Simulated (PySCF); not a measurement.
**LaCl at other levels of theory**

Aim: see what other levels and later steps give for LaCl.

Program: PySCF 2.14.0. Level of theory: method and basis as typed in the scripts. These are calculated values, not measurements.

1 further run of the same task is left out (for a known fault of the program).

### 1 Where the work starts

LaCl: 2 atoms, charge 0, spin multiplicity 1.

Bond lengths: La1–Cl2 2.565 Å.

### 2 Base script

File input.py:

```python
from pyscf import gto, scf, mp

mol = gto.M(
    atom='La 0 0 0; Cl 0 0 2.565',
    basis='sbkjc',
    ecp={'La': 'sbkjc', 'Cl': 'sbkjc'},
    charge=0,
    spin=0,
    verbose=4,
)
mf = scf.UHF(mol)
mf.level_shift = 0.3
mf.kernel()
mp.MP2(mf).kernel()
mf.dip_moment()
print('orbital energies (hartree):', [e[max(0, n-3):n+3].round(4) for e, n in zip(mf.mo_energy, mol.nelec)])
```

Command:

```console
> python input.py
```

### 3 O3lyp (UKS)

Variant 1 changes functional: none (Hartree–Fock) → o3lyp; SCF type: UHF → UKS; step after the SCF: mp2 → analyze.

Changes to input.py since step 2:

```diff
@@ -1,2 +1,2 @@
-from pyscf import gto, scf, mp
+from pyscf import gto, dft
 
@@ -10,6 +10,6 @@
 )
-mf = scf.UHF(mol)
+mf = dft.UKS(mol, xc='o3lyp')
 mf.level_shift = 0.3
 mf.kernel()
-mp.MP2(mf).kernel()
+mf.mulliken_pop()
 mf.dip_moment()
```

### 4 SCF alone

Variant 2 changes step after the SCF: mp2 → none.

Changes to input.py since step 2:

```diff
@@ -1,2 +1,2 @@
-from pyscf import gto, scf, mp
+from pyscf import gto, scf
 
@@ -13,3 +13,2 @@
 mf.kernel()
-mp.MP2(mf).kernel()
 mf.dip_moment()
```

### 5 Stability test

Variant 3 changes step after the SCF: mp2 → stability.

Changes to input.py since step 2:

```diff
@@ -1,2 +1,2 @@
-from pyscf import gto, scf, mp
+from pyscf import gto, scf
 
@@ -13,3 +13,3 @@
 mf.kernel()
-mp.MP2(mf).kernel()
+mf.stability(internal=True, external=True)
 mf.dip_moment()
```

### 6 RHF

Variant 4 changes SCF type: UHF → RHF.

File input.py:

```python
from pyscf import gto, scf, mp

mol = gto.M(
    atom='La 0 0 0; Cl 0 0 2.565',
    basis='sbkjc',
    ecp={'La': 'sbkjc', 'Cl': 'sbkjc'},
    charge=0,
    spin=0,
    verbose=4,
)
mf = scf.RHF(mol)
mf.level_shift = 0.3
mf.kernel()
mp.MP2(mf).kernel()
mf.dip_moment()
print('orbital energies (hartree):', mf.mo_energy[..., max(0, mol.nelec[1]-3):mol.nelec[0]+3].round(4))
```

**Question.** What will these runs give? Wanted: for each run, E(SCF); from base; gap; SCF dipole; after the SCF.

**Answer**, as computed:

| run | E(SCF) (hartree) | from base (eV) | cycles | gap (eV) | SCF dipole (D) | after the SCF |
| --- | --- | --- | --- | --- | --- | --- |
| base | -45.811210 | 0 | 22 | 5.76 | 5.02 | MP2 correlation -4.850 eV |
| o3lyp (UKS) | -46.477885 | not comparable | 39 | 0.97 | 4.42 | n/a |
| SCF alone | -45.811210 | 0.0000 | 22 | 5.76 | 5.02 | n/a |
| stability test | -45.811210 | 0.0000 | 22 | 5.76 | 5.02 | unstable: internal, UHF/UKS -> GHF/GKS |
| RHF | -45.811210 | 0.0000 | 22 | 5.76 | 5.02 | MP2 correlation -4.850 eV |

The SCF energy stays the same, to the digits that matter, with RHF. Total energies of different functionals can't be compared with each other; differences within one functional can. The dearest run is “o3lyp (UKS)”, at 12 s against 2.2 s.
